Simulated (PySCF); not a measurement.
# How the numerical set-up moves the result for CsH

Which parts of the numerical set-up matter for CsH? Each run edits the base script.

Program: PySCF 2.14.0. Level of theory: method and basis as typed in the scripts. These are calculated values, not measurements.

8 further runs of the same task are left out: 1 for a known fault of the program, 5 that didn't finish, 2 set aside as unsound or not needed.

### Step 1. The system as given

CsH: 2 atoms, charge 0, spin multiplicity 1.

Bond lengths: Cs1–H2 2.525 Å.

### Step 2. The run that the others are compared with

File input.py:

```python
from pyscf import gto, dft

mol = gto.M(
    atom='Cs 0 0 0; H 0 0 2.525',
    basis='jorge-tzp-dkh',
    charge=0,
    spin=0,
    verbose=4,
)
mf = dft.RKS(mol, xc='lda,vwn')
mf = mf.sfx2c1e()
mf.kernel()
mf.nuc_grad_method().kernel()
mf.dip_moment()
print('orbital energies (hartree):', mf.mo_energy[..., max(0, mol.nelec[1]-3):mol.nelec[0]+3].round(4))
```

The run is started by

```
> python input.py
```

Its log is not repeated here.

In short: E(SCF) = -7775.583021 Eh, 11 cycles, μ = 7.41 D, gradient on the second atom 0.0038 Eh/bohr.

The bond length is a typed value, not an optimised one.

### Step 3. Spin-free X2C off

Variant 1 changes spin-free X2C: on → off.

File input.py:

```python
from pyscf import gto, dft

mol = gto.M(
    atom='Cs 0 0 0; H 0 0 2.525',
    basis='jorge-tzp-dkh',
    charge=0,
    spin=0,
    verbose=4,
)
mf = dft.RKS(mol, xc='lda,vwn')
mf.kernel()
mf.nuc_grad_method().kernel()
mf.dip_moment()
print('orbital energies (hartree):', mf.mo_energy[..., max(0, mol.nelec[1]-3):mol.nelec[0]+3].round(4))
```

The run is started by

```
> python input.py
```

### Step 4. Cc-pvdz-dk

Variant 2 changes basis set: jorge-tzp-dkh → cc-pvdz-dk.

Edit input.py of step 2 so:

```diff
@@ -4,3 +4,3 @@
     atom='Cs 0 0 0; H 0 0 2.525',
-    basis='jorge-tzp-dkh',
+    basis='cc-pvdz-dk',
     charge=0,
```

Q: Predict the outcome of this session. Wanted: for each run, E(SCF); from base; gap; SCF dipole.

**Answer**, as computed:

```csv
run,E(SCF) (hartree),from base (eV),cycles,gap (eV),SCF dipole (D),functions
base,-7775.583021,0,11,1.81,7.41,65
spin-free X2C off (poor choice),-7473.246480,not comparable,12,1.73,7.73,65
cc-pvdz-dk,-7779.752705,-113.4629,10,1.76,7.22,50
```

What this shows: cc-pvdz-dk (50 functions) gives an energy 113.46 eV lower than jorge-tzp-dkh (65); size alone doesn't order basis sets of different families. The dearest run is “cc-pvdz-dk”, at 30 s against 7.9 s. Rows marked «poor choice» come from settings spoiled on purpose.
